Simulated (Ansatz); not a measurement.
**CH₃Cl₃Hf: how energies converge with the basis set**

One table from this session's results is given with a row withheld; the runs are named, their logs left out.

Computed with Ansatz 0.2.0, Gaussian basis. Level: one geometry, several basis sets.

Levels to be run: PBE0-D4/def2-SVP; ωB97M-V/def2-SVP; PBE0-D4/def2-QZVPP; ωB97M-V/def2-QZVPP; the functionals' def2-TZVPP values are taken from earlier runs.

### The geometry

An earlier PBE0-D4 in a triple-zeta def2 set relaxation fixed the geometry. Hf takes the def2 core potential; no spin-orbit term is included.

SMILES `[CH3][Hf]([Cl])([Cl])[Cl]`, 8 atoms, charge 0, spin multiplicity 1.

Atoms are counted from 1 here; the program's logs count them from 0.

Bond lengths: C1–Hf2 2.177 Å, C1–H6 1.096 Å, C1–H7 1.096 Å, C1–H8 1.096 Å, Hf2–Cl3 2.330 Å, Hf2–Cl4 2.330 Å, Hf2–Cl5 2.330 Å. Angles: Hf2–C1–H6 110.9°, Hf2–C1–H7 110.9°, Hf2–C1–H8 110.9°, H6–C1–H7 108.0°, H6–C1–H8 108.0°, H7–C1–H8 108.0°, C1–Hf2–Cl3 105.5°, C1–Hf2–Cl4 105.4°, C1–Hf2–Cl5 105.4°, Cl3–Hf2–Cl4 113.2°, Cl3–Hf2–Cl5 113.2°, Cl4–Hf2–Cl5 113.2°.

The first run:

The input, in.yaml:

```yaml
crystal:
  periodic: [false, false, false]
  atoms:
    - {symbol: C, position_ang: [-0.915963, -0.146863, 0.720537]}
    - {symbol: Hf, position_ang: [0.781961, 0.125185, -0.614946]}
    - {symbol: Cl, position_ang: [2.517343, -1.112750, 0.325627]}
    - {symbol: Cl, position_ang: [0.083931, -0.696432, -2.680486]}
    - {symbol: Cl, position_ang: [1.196089, 2.417964, -0.632690]}
    - {symbol: H, position_ang: [-0.682616, 0.214734, 1.728625]}
    - {symbol: H, position_ang: [-1.189257, -1.205668, 0.795622]}
    - {symbol: H, position_ang: [-1.791478, 0.403819, 0.357711]}
basis:
  gaussian: {orbitals: def2-SVP}
hamiltonian: {xc: pbe0, dispersion: d4}
output: {orbitals: {seedname: orbitals}}
```

Launch:

```
> ansatz run in.yaml --threads 4 --pin off --events-out ev --progress --plain --max-ram 10444MiB
```

Among the steps run: PBE0-D4 in def2-SVP; ωB97M-V in def2-SVP; PBE0-D4 in def2-QZVPP; ωB97M-V in def2-QZVPP.

One table of the session follows, with a row left open; its other results are not shown here.

It belongs to the step «Density functionals: the series». 

| functional | basis | HOMO (eV) | LUMO (eV) |
| --- | --- | --- | --- |
| PBE0-D4 | def2-SVP | -8.66 | -1.75 |
| PBE0-D4 | def2-TZVPP | -8.60 | -1.72 |
| PBE0-D4 | def2-QZVPP | -8.61 | -1.76 |
| ωB97M-V | def2-SVP | ? | ? |
| ωB97M-V | def2-TZVPP | -10.89 | 0.41 |
| ωB97M-V | def2-QZVPP | -10.90 | 0.35 |

**Question.** Estimate the row for ωB97M-V, def2-SVP.

As computed: HOMO (eV): -10.91; LUMO (eV): 0.41. In the column «HOMO (eV)» it is the lowest.
